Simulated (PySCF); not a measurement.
# H4N2Pr (Pr(NH2)2+): the cost of one run

Program: PySCF 2.14.0. Level of theory: PBE0, Pr lcecp-1-SVP with ECP48, N def2-SVP, H def2-SVP; scalar-relativistic core potentials, no spin–orbit coupling. These are calculated values, not measurements.

1 further run of the same task is left out (for a known fault of the program).

## (1) The starting structure

7 atoms, charge 1, spin multiplicity 1.

Bond lengths: Pr1–N2 2.336 Å, Pr1–N5 2.336 Å, N2–H3 1.018 Å, N2–H4 1.018 Å, N5–H6 1.018 Å, N5–H7 1.018 Å. Angles: N2–Pr1–N5 131.8°, Pr1–N2–H3 125.4°, Pr1–N2–H4 125.4°, H3–N2–H4 109.2°, Pr1–N5–H6 125.4°, Pr1–N5–H7 125.4°, H6–N5–H7 109.2°.

As a file:

```xyz
7
charge 1, multiplicity 1
Pr    0.0000    0.0000    0.0000
N     2.1318    0.0000    0.9540
H     2.6703   -0.8300    1.1950
H     2.6703    0.8300    1.1950
N    -2.1318    0.0000    0.9540
H    -2.6703    0.8300    1.1950
H    -2.6703   -0.8300    1.1950
```

Formal oxidation states: Pr +3. Each metal's 2 4f electrons lie in its core potential, so multiplicities, spins and levels count the valence alone.

## (2) SCF at the start, singlet

The input, run.py (the lines that set the calculation):

```python
mol = gto.M(atom='''
Pr     0.00000     0.00000     0.00000
N      2.13180     0.00000     0.95400
H      2.67030    -0.83000     1.19500
H      2.67030     0.83000     1.19500
N     -2.13180     0.00000     0.95400
H     -2.67030     0.83000     1.19500
H     -2.67030    -0.83000     1.19500''',
    basis={'Pr': 'lcecp-1-SVP', 'N': 'def2-SVP', 'H': 'def2-SVP'},
    ecp={'Pr': 'lcecp-1-SVP'},
    charge=1, spin=0)
mf = dft.RKS(mol, xc='PBE0')
mf.grids.atom_grid = (50, 194)  # f atoms: unpruned, at least (60, 302)
mf = mf.density_fit()  # fitting sets: Pr AutoAux, N def2-universal-JKFIT, H def2-universal-JKFIT
mf.conv_tol = 1e-08; mf.max_cycle = 55
mf.kernel(dm0)  # dm0: free metal ions and neutral atoms
```

The run is started by

```bash
> OMP_NUM_THREADS=2 python run.py
```

Q: Estimate wall time and peak memory on 2 threads of Arm Neoverse V1, shared host.

About 2.7 s, with a peak of 0.48 GiB.
